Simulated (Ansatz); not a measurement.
**K3Zr2S: what a guessed cell relaxes into**

Aim: relax a trial structure of K3Zr2S and see where it ends.

Computed with Ansatz 0.2.0 (DFT PBE, scalar-relativistic, plane waves, PAW, unless a step's input says otherwise).

**1. The system as given**

It takes space group P-3m1 (No. 164, trigonal). Conventional cell: a = 4.154 Å, b = 4.154 Å, c = 10.168 Å, α = 90.00°, β = 90.00°, γ = 120.00°. K (site symmetry 3m) has 3 S at 2.93 Å and 3 Zr at 3.01 Å as nearest neighbours. K (site symmetry -3m) has 6 Zr at 2.88 Å as nearest neighbours. Zr (site symmetry 3m) is surrounded by 6 K at 2.88 to 3.01 Å. S (site symmetry -3m) has 6 K at 2.93 Å as nearest neighbours.

Coordinates:

```cif
data_structure
_symmetry_space_group_name_H-M 'P-3m1'
_symmetry_Int_Tables_number 164
_cell_length_a 4.1540
_cell_length_b 4.1540
_cell_length_c 10.1679
_cell_angle_alpha 90.000
_cell_angle_beta 90.000
_cell_angle_gamma 120.000
_cell_volume 151.95
loop_
_atom_site_label
_atom_site_type_symbol
_atom_site_symmetry_multiplicity
_atom_site_Wyckoff_symbol
_atom_site_fract_x
_atom_site_fract_y
_atom_site_fract_z
_atom_site_occupancy
K1 K 2 d 0.33333 0.66667 0.16590 1
K2 K 1 b 0.00000 0.00000 0.50000 1
Zr1 Zr 2 d 0.33333 0.66667 0.65599 1
S1 S 1 a 0.00000 0.00000 0.00000 1
```

Recipe of the guess: species swapped into a database cell of CaSm2S3 (P-3m1, No. 164), with S on the Ca sites, Zr on the Sm sites and K on the S sites. Lengths come from tabulated atomic sizes and are only a guess.

**2. The guess as it stands, on a coarse mesh**

input.yaml

```yaml
crystal:
  lattice:
    - [4.15395704, 0.0, 0.0]
    - [-2.07697852, 3.59743232, 0.0]
    - [0.0, 0.0, 10.1679235]
  atoms:
    - { symbol: K, position: [0.33333333, 0.66666667, 0.16590221] }
    - { symbol: K, position: [0.66666667, 0.33333333, 0.83409779] }
    - { symbol: K, position: [0.0, 0.0, 0.5] }
    - { symbol: Zr, position: [0.33333333, 0.66666667, 0.6559943] }
    - { symbol: Zr, position: [0.66666667, 0.33333333, 0.3440057] }
    - { symbol: S, position: [0.0, 0.0, 0.0] }
basis:
  ecutwfc: 420
kpoints:
  mp_grid: { grid: [6, 6, 2] }
hamiltonian:
  xc: pbe
scf:
  occupations: { method: gaussian, width: 0.1 }
  lower_state_search: "off"
output:
  forces: true
  stress: true
  eigenvalues: true
```

Launch:

```
$ ansatz run input.yaml --threads 1 --pin off --max-ram 2560MiB --backend cpu --events-out ev --progress --plain --runs-dir out
```

Further runs follow: coarse relaxation; spin check on a coarse mesh; relaxation on the finer mesh.

Q: Predict the outcome of this session. Wanted: conventional cell; volume; energy over the elements; gap on the mesh; total moment.

As calculated:

```
                              quantity                                                                       value
symmetry at the end (tolerance 0.05 Å)                                                 space group P-3m1 (No. 164)
                     conventional cell  a = 5.497 Å, b = 5.497 Å, c = 8.195 Å, α = 90.00°, β = 90.00°, γ = 120.00°
                                volume                                                               35.75 Å³/atom
              energy over the elements                                                               +0.67 eV/atom
                       gap on the mesh                                                                none (metal)
                          total moment                                                                3.90 μB/cell
```

What this shows: The space group P-3m1 (No. 164) is kept, and the volume per atom grows by 41.2 % from the first guess. With a positive formation energy it can't be a ground state. No finished test with a distortion of lower symmetry is shown, so the end may be a saddle point. Other magnetic orders were not searched.
